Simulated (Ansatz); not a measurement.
GaH, harmonic frequencies at the relaxed geometry

Program: Ansatz 0.2.0 through its Python package.

`gah_freq.py`
```python
# -*- coding: utf-8 -*-
"""Harmonic frequencies of GaH at its relaxed geometry."""

import itertools

import ansatz as az
from ase import Atoms
from ase.data import atomic_numbers, covalent_radii
import numpy as np

atoms = Atoms(["Ga", "H"], positions=[
    (0.0, 0.0, 0.0),
    (0.0, 0.0, 1.525),
])
system = az.Crystal.molecule_from_ase(atoms)

base = system.calculation().basis(gaussian="def2-TZVP").functional("r2scan", dispersion="d3bj")
symbols = [site.symbol for site in system.cartesian_sites]
start = np.array([site.position_ang for site in system.cartesian_sites], dtype=float)
r = base.relax(force_tolerance=0.003).run().report
end = np.array(r["positions_ang"])

# pairs closer than 1.2 times the sum of covalent radii, before or after
radius = [covalent_radii[atomic_numbers[s]] for s in symbols]
span = lambda where, i, j: np.linalg.norm(where[i] - where[j])
bonded = [(i, j) for i, j in itertools.combinations(range(len(symbols)), 2) if min(span(start, i, j), span(end, i, j)) < 1.2 * (radius[i] + radius[j])]
print("pair        before    after (A)")
for i, j in bonded:
    print(f"{symbols[i]}{i}-{symbols[j]}{j}".ljust(10), f"{span(start, i, j):8.4f} {span(end, i, j):8.4f}")

# same settings at the minimum
minimum = az.Crystal.molecule()
for symbol, place in zip(symbols, end):
    minimum = minimum.atom(symbol, place.tolist())
vibrating = (
    minimum.calculation()
    .basis(gaussian="def2-TZVP")
    .functional("r2scan", dispersion="d3bj")
    .phonons(temperatures=(298.15, 498.15, 100))
)
vib = vibrating.run().report["vibrations"]
sums = vib["harmonic_sums"]
modes = [m["omega_inv_cm"] for m in sums["modes_at_gamma"] if m["rigid_motion"] == "no"]
for number, w in enumerate(modes, start=1):
    print(f"mode {number:2d} {w:9.1f} 1/cm {w / 8065.544 * 1000:8.2f} meV")
print("imaginary modes:", sum(w < 0 for w in modes), " zero-point energy:", round(sums["zero_point_energy_ev"], 4), "eV")
```

Output of `python gah_freq.py`:
```text
DeckWarning: the engine holds no damping parameters fitted to this dispersion correction and functional, so the run takes those fitted to r2scan beside the three-body term, which d3bj leaves out (hamiltonian.dispersion, under Limitations)
pair        before    after (A)
Ga0-H1       1.5250   1.6741
mode  1    1609.6 1/cm   199.56 meV
imaginary modes: 0  zero-point energy: 0.0998 eV
```
(Warnings from the package without file and line.)

Caveats:
- The frequencies are harmonic and unscaled, in a modest basis.
- A dispersion term here runs with damping parameters fitted for another variant or functional.
- Timing: 16 s on 1 thread of Arm Neoverse V1, on a shared host, peak memory 0.17 GiB.
